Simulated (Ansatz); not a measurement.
# C2H7ClSSi: one species, many methods

An exercise on one series of results from a longer session: the logs are not shown, and one member is left open.

Computed with Ansatz 0.2.0, Gaussian basis. Level: functionals in def2-TZVPP, the program's frozen cores in correlated methods.

Plan: PBE-D4, r2SCAN-D4, PBE0-D4, B3LYP-D4, ωB97X-V, ωB97M-V, B2PLYP; CCSD(T)/def2-TZVPP; MP2/def2-QZVPP; extrapolation to the limit.

### The geometry

An earlier PBE0-D4 in a triple-zeta def2 set relaxation fixed the geometry.

SMILES `C[SiH](S)CCl`, 12 atoms, charge 0, spin multiplicity 1.

Atoms are counted from 1 here; the program's logs count them from 0.

Bond lengths: C1–Si2 1.864 Å, C1–H6 1.092 Å, C1–H7 1.093 Å, C1–H8 1.092 Å, Si2–S3 2.135 Å, Si2–C4 1.886 Å, Si2–H9 1.486 Å, S3–H10 1.345 Å, C4–Cl5 1.786 Å, C4–H11 1.092 Å, C4–H12 1.090 Å. Angles: Si2–C1–H6 110.6°, Si2–C1–H7 110.6°, Si2–C1–H8 111.1°, H6–C1–H7 107.9°, H6–C1–H8 108.2°, H7–C1–H8 108.4°, C1–Si2–S3 107.1°, C1–Si2–C4 110.5°, C1–Si2–H9 111.3°, S3–Si2–C4 109.8°, S3–Si2–H9 111.1°, C4–Si2–H9 107.0°, Si2–S3–H10 93.6°, Si2–C4–Cl5 110.0°, Si2–C4–H11 111.4°, Si2–C4–H12 111.8°, Cl5–C4–H11 107.2°, Cl5–C4–H12 107.4° and more.

The first run:

The input, in.yaml:

```yaml
crystal:
  periodic: [false, false, false]
  atoms:
    - {symbol: C, position_ang: [-1.112822, 1.215234, 0.692373]}
    - {symbol: Si, position_ang: [0.187707, -0.104091, 0.489258]}
    - {symbol: S, position_ang: [2.084592, 0.874505, 0.513929]}
    - {symbol: C, position_ang: [-0.041638, -1.011729, -1.147453]}
    - {symbol: Cl, position_ang: [1.216615, -2.265996, -1.332910]}
    - {symbol: H, position_ang: [-0.984420, 1.737165, 1.643288]}
    - {symbol: H, position_ang: [-2.112458, 0.773412, 0.683188]}
    - {symbol: H, position_ang: [-1.053942, 1.952505, -0.111448]}
    - {symbol: H, position_ang: [0.098234, -1.121912, 1.567855]}
    - {symbol: H, position_ang: [2.763217, -0.250897, 0.228138]}
    - {symbol: H, position_ang: [-1.008931, -1.516006, -1.191771]}
    - {symbol: H, position_ang: [0.041046, -0.337291, -2.000349]}
basis:
  gaussian: {orbitals: def2-TZVPP}
hamiltonian: {xc: pbe, dispersion: d4}
output: {forces: true, orbitals: {seedname: orbitals}}
```

Launch:

```
$ ansatz run in.yaml --threads 4 --pin off --events-out ev --progress --plain --max-ram 10444MiB
```

Among the steps run: PBE-D4 (GGA); r2SCAN-D4 (meta-GGA); PBE0-D4 (hybrid); B3LYP-D4 (hybrid); ωB97X-V (range-separated); ωB97M-V (range-separated); B2PLYP (double hybrid); CCSD(T) in def2-TZVPP; MP2 in def2-QZVPP.

One table of the session follows, with a row left open; its other results are not shown here.

| method | atomisation energy (eV) |
| --- | --- |
| PBE-D4 | 43.610 |
| r2SCAN-D4 | 43.244 |
| PBE0-D4 | 43.198 |
| B3LYP-D4 | 42.939 |
| ωB97X-V | 43.301 |
| ωB97M-V | ? |
| B2PLYP | 42.425 |
| HF/def2-TZVPP | 32.037 |
| MP2/def2-TZVPP | 42.406 |
| CCSD/def2-TZVPP | 41.380 |
| CCSD(T)/def2-TZVPP | 41.974 |
| MP2/CBS | 43.553 |
| CCSD(T)/CBS | 43.121 |

Estimate the missing values for ωB97M-V.

The run gave: atomisation energy (eV): 43.311. In the column «atomisation energy (eV)» it lies between ωB97X-V (43.301) and MP2/CBS (43.553).
